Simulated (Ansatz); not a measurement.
# FGeH₄Si radical: up Jacob's ladder to CCSD(T)

How much do the methods differ for FGeH₄Si radical? The plan is to run it at one geometry with functionals of several rungs and with coupled cluster, and see how far each lands from CCSD(T) at the basis-set limit for the atomisation energy.

Computed with Ansatz 0.2.0, Gaussian basis. Level: functionals in def2-TZVPP, the program's frozen cores in correlated methods.

Levels to be run: LDA (SPW92), PBE-D4, revPBE-D4, BLYP-D4, r2SCAN-D4, B97M-V, PBE0-D4, B3LYP-D4, r2SCANh-D4, r2SCAN0-D4, HSE06-D4, BHLYP-D4, CAM-B3LYP-D4, LC-ωPBE, ωB97X-V, ωB97M-V, B2PLYP, PBE-QIDH; CCSD(T)/def2-SVP; CCSD(T)/def2-TZVPP; MP2/def2-QZVPP; extrapolation to the limit; RPA on PBE.

## (1) The geometry

An earlier PBE0-D4 in a triple-zeta def2 set relaxation fixed the geometry.

SMILES `F[SiH][GeH3]`, 7 atoms, charge 0, spin multiplicity 2.

Atoms are counted from 1 here; the program's logs count them from 0.

Bond lengths: F1–Si2 1.610 Å, Si2–Ge3 2.386 Å, Si2–H4 1.494 Å, Ge3–H5 1.537 Å, Ge3–H6 1.535 Å, Ge3–H7 1.540 Å. Angles: F1–Si2–Ge3 110.1°, F1–Si2–H4 106.6°, Ge3–Si2–H4 113.1°, Si2–Ge3–H5 107.6°, Si2–Ge3–H6 109.9°, Si2–Ge3–H7 112.2°, H5–Ge3–H6 109.0°, H5–Ge3–H7 109.1°, H6–Ge3–H7 109.0°.

## (2) LDA

This LDA is Slater exchange with PW92 correlation.

Input file in.yaml:

```yaml
crystal:
  periodic: [false, false, false]
  atoms:
    - {symbol: F, position_ang: [-0.828176, -1.797623, 1.409514]}
    - {symbol: Si, position_ang: [-0.880442, -1.140528, -0.059400]}
    - {symbol: Ge, position_ang: [0.333818, 0.913359, -0.081629]}
    - {symbol: H, position_ang: [-0.325397, -2.158692, -1.001662]}
    - {symbol: H, position_ang: [0.289651, 1.465152, -1.516011]}
    - {symbol: H, position_ang: [-0.331014, 1.924656, 0.863104]}
    - {symbol: H, position_ang: [1.802660, 0.725477, 0.340384]}
basis:
  gaussian: {orbitals: def2-TZVPP}
magnetization: {spin_polarized: true, initial_magnetization: 1}
hamiltonian: {xc: lda}
output: {orbitals: {seedname: orbitals}}
```

Further steps of the session: PBE-D4 (GGA); revPBE-D4 (GGA); BLYP-D4 (GGA); r2SCAN-D4 (meta-GGA); B97M-V (meta-GGA); PBE0-D4 (hybrid); B3LYP-D4 (hybrid); r2SCANh-D4 (hybrid); r2SCAN0-D4 (hybrid); HSE06-D4 (hybrid); BHLYP-D4 (hybrid); CAM-B3LYP-D4 (range-separated); LC-ωPBE-D4 (range-separated); ωB97X-V (range-separated); ωB97M-V (range-separated); B2PLYP (double hybrid); PBE-QIDH (double hybrid); CCSD(T) in def2-SVP; CCSD(T) in def2-TZVPP; MP2 in def2-QZVPP; RPA on PBE orbitals.

Before running them: what should the planned runs give, taken together? Wanted: atomisation energy, CCSD(T)/CBS; farthest beyond LDA; mean size of error, GGA; mean size of error, meta-GGA; mean size of error, hybrid; mean size of error, range-separated; mean size of error, double hybrid; gap, smallest and largest; T1 diagnostic.

The runs gave:

| quantity | value |
| --- | --- |
| atomisation energy, CCSD(T)/CBS | 1979.3 kJ/mol |
| functionals within 19.8 kJ/mol (1.0 %) | PBE-D4, r2SCAN-D4, B97M-V, B3LYP-D4, r2SCANh-D4, CAM-B3LYP-D4, ωB97X-V |
| farthest beyond LDA | revPBE-D4 (-56.5 kJ/mol) |
| mean size of error, GGA | 33.7 kJ/mol |
| mean size of error, meta-GGA | 12.9 kJ/mol |
| mean size of error, hybrid | 28.8 kJ/mol |
| mean size of error, range-separated | 14.9 kJ/mol |
| mean size of error, double hybrid | 36.5 kJ/mol |
| gap, smallest and largest | 1.13 eV (LDA (SPW92)), 8.49 eV (LC-ωPBE) |
| T1 diagnostic | 0.0139 |
| triples share of the correlation energy | 3.1 % |

LDA overbinds by 247.4 kJ/mol (12 %). PBE-D4 is off by -15.1 kJ/mol. Double hybrids carry the basis error of their MP2 part in triple zeta, and no dispersion term here, so their miss is partly the set-up's. The rungs meta-GGA, range-separated miss on average by less than the doubt on the reference (19.8 kJ/mol), so they tie. Misses under about 19.8 kJ/mol are within the doubt on the reference itself, which lacks core-valence correlation, relativity and higher excitations, and its outer-core shells are covered unevenly. Hartree-Fock recovers 74 % of the binding; the rest is correlation. CCSD(T) in def2-SVP is off by -165.2 kJ/mol, which most functionals beat. Orbital gaps span 1.1 to 8.5 eV; exact exchange widens them. Correlated methods include outer-core shells of Ge, which these sets cover unevenly.
